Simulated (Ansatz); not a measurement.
## Rh-Tc mixtures: a scan of ordered alloys across composition, step by step

Program: the Python package of Ansatz (0.2.0).

The cells in order, each with its output:

In [1]:
```python
from collections import Counter
from dataclasses import dataclass
import warnings

import ansatz as az
import numpy as np
import pandas as pd
```

In [2]:
```python
@dataclass
class Settings:
    scf_tol: float = 1e-07
    n_empty: int = 4
    cutoff_ev: int = 550
    k_spacing: float = 0.26
    filling: str = "gaussian"
    width_ev: float = 0.05


settings = Settings()


def fcc(a_site, a):
    return (
        az.Lattice.fcc(a)
        .space_group(225)
        .atom(a_site, (0, 0, 0))
        .primitive()
    )
```

In [3]:
```python
A_FIRST, A_LAST = 3.8, 3.85
```

In [4]:
```python
def run_phase(name, crystal):
    calc = (
        crystal.calculation()
        .scf(tolerance=settings.scf_tol, extra_bands=settings.n_empty)
        .functional(az.Functional.R2SCAN)
        .basis(settings.cutoff_ev)
        .kpoints(spacing=settings.k_spacing)
        .occupations(settings.filling, width=settings.width_ev)
        .band_table()
    )
    calc = calc.relax(force_tolerance=0.03, fix_cell=["shape"])
    return calc.run()
```

In [5]:
```python
def volume_per_atom(outcome):
    return abs(np.linalg.det(outcome.lattice.cell_ang)) / len(outcome.lattice.sites)
```

In [6]:
```python
def counts(outcome):
    return Counter(site.symbol for site in outcome.lattice.sites)
```

In [7]:
```python
warnings.simplefilter("ignore")
```

In [8]:
```python
# ordered cells: the first k mixed sites take the second element
phases = {}
for k in range(4 + 1):
    a = A_FIRST + (A_LAST - A_FIRST) * k / 4
    cell = fcc("Rh", a).conventional().resolved()
    sites = [site.position for site in cell.sites if site.symbol == "Rh"]
    for position in sites[:k]:
        cell = cell.substitution("Tc", at=position, replaces="Rh")
    phases[f"Rh{4 - k}Tc{k}"] = cell.resolved()
```

In [9]:
```python
done = {}
for name, crystal in phases.items():
    done[name] = run_phase(name, crystal)
    print(f"{name}: {done[name].report['energy_sigma0_ev']:.4f} eV, {len(done[name].lattice.sites)} atoms")
```
```text
Rh4Tc0: -25661.0681 eV, 4 atoms
Rh3Tc1: -24655.5734 eV, 4 atoms
Rh2Tc2: -23650.0240 eV, 4 atoms
Rh1Tc3: -22644.3298 eV, 4 atoms
Rh0Tc4: -21638.1710 eV, 4 atoms
```

In [10]:
```python
# x is the share of the second element on the mixed sites; both end members stand on this same lattice
x = {name: counts(o)["Tc"] / (counts(o)["Rh"] + counts(o)["Tc"]) for name, o in done.items()}
first, last = min(x, key=x.get), max(x, key=x.get)
energy = {name: o.report["energy_sigma0_ev"] / len(o.lattice.sites) for name, o in done.items()}
volume = {name: volume_per_atom(o) for name, o in done.items()}
rows = []
for name in sorted(done, key=x.get):
    line = lambda table: (1 - x[name]) * table[first] + x[name] * table[last]
    rows.append((name, x[name], 1000 * (energy[name] - line(energy)), volume[name], 100 * (volume[name] / line(volume) - 1)))
print(pd.DataFrame(rows, columns=["cell", "x(Tc)", "E_mix (meV/atom)", "V (A^3/atom)", "excess V (%)"]).round(4).to_string(index=False))
```
```text
  cell  x(Tc)  E_mix (meV/atom)  V (A^3/atom)  excess V (%)
Rh4Tc0   0.00            0.0000       13.7242        0.0000
Rh3Tc1   0.25          -57.3995       13.7748       -0.6193
Rh2Tc2   0.50         -101.1209       13.8838       -0.8102
Rh1Tc3   0.75         -108.6259       14.0286       -0.7431
Rh0Tc4   1.00            0.0000       14.2701        0.0000
```

Mixing energies: -57 meV an atom at x(Tc) = 0.25 (volume -0.6 % off the straight line), -101 meV an atom at x(Tc) = 0.50 (volume -0.8 % off the straight line) and -109 meV an atom at x(Tc) = 0.75 (volume -0.7 % off the straight line). All are negative, so these cells are favoured over the separated end members on this lattice.

Reading the output:
- These settings explore the input space; cutoff and mesh may be short of convergence.
- The program warned that this SCF threshold is loose for forces or stresses.
- Atoms and volume are relaxed with the cell's shape held, which in cells of lower than cubic symmetry can hide stresses and shift volumes.
- The meshes are coarse for the metals among these phases, whose energies can be off by up to 40 meV an atom.
- These are small ordered cells, with both end members on the same lattice, which need not be their own; they aren't random solutions. Differences under about 40 meV an atom lie within the error of mesh and functional.
- The cells are prototypes set up for this calculation and needn't exist.
- The script silences warnings, which a real study should read.
- Wall time of the script: 2.5 min on 1 thread of Arm Neoverse V1, on a shared host, peak memory 0.65 GiB.
